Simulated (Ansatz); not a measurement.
# InAs: the cost of one run

Program: Ansatz 0.2.0. Level of theory: DFT PBEsol, scalar-relativistic, plane waves, PAW. These are calculated values, not measurements.

3 further runs of the same task are left out: 1 that didn't finish, 2 set aside as unsound or not needed.

### 1 The starting structure

It takes space group F-43m (No. 216, cubic). The conventional cell has a = 5.675 Å, b = 5.675 Å, c = 5.675 Å, α = 90.00°, β = 90.00°, γ = 90.00°. Al (site symmetry -43m) is surrounded by 4 As at 2.46 Å. Around As (site symmetry -43m) lie 4 Al at 2.46 Å.

As a file:

```cif
data_structure
_symmetry_space_group_name_H-M 'F-43m'
_symmetry_Int_Tables_number 216
_cell_length_a 5.6746
_cell_length_b 5.6746
_cell_length_c 5.6746
_cell_angle_alpha 90.000
_cell_angle_beta 90.000
_cell_angle_gamma 90.000
_cell_volume 182.73
loop_
_atom_site_label
_atom_site_type_symbol
_atom_site_symmetry_multiplicity
_atom_site_Wyckoff_symbol
_atom_site_fract_x
_atom_site_fract_y
_atom_site_fract_z
_atom_site_occupancy
Al1 Al 4 a 0.00000 0.00000 0.00000 1
As1 As 4 d 0.25000 0.25000 0.75000 1
```

It is the result of an earlier relaxation at this level (volume 22.84 Å³/atom; gap on the mesh: 1.34 eV).

### 2 The second end member

InAs is put into the same structure and relaxed.

The cell holds 1 In, 1 As: a = 4.278 Å, b = 4.278 Å, c = 4.278 Å, α = 60.00°, β = 60.00°, γ = 60.00°.

### 3 A first look at the start (InAs)

Input file input.yaml:

```yaml
crystal:
  lattice:
    - [0.0, 3.0253554588, 3.0253554588]
    - [3.0253554588, 0.0, 3.0253554588]
    - [3.0253554588, 3.0253554588, 0.0]
  atoms:
    - { symbol: In, position: [0.0, 0.0, 0.0] }
    - { symbol: As, position: [0.25, 0.25, 0.25] }
basis:
  ecutwfc: 420
kpoints:
  mp_grid: { grid: [6, 6, 6] }
hamiltonian:
  xc: pbesol
scf:
  occupations: { method: gaussian, width: 0.1 }
output:
  forces: true
  stress: true
  eigenvalues: true
```

Command:

```console
$ ansatz run input.yaml --threads 2 --pin off --max-ram 5120MiB --backend cpu --events-out ev --progress --plain --runs-dir out
```

**Question.** How long does this run take on 2 threads of Intel Xeon at 2.50GHz (Skylake/Cascade Lake), shared host, and how much memory does it need?

About 3.5 s, with a peak of 0.34 GiB.
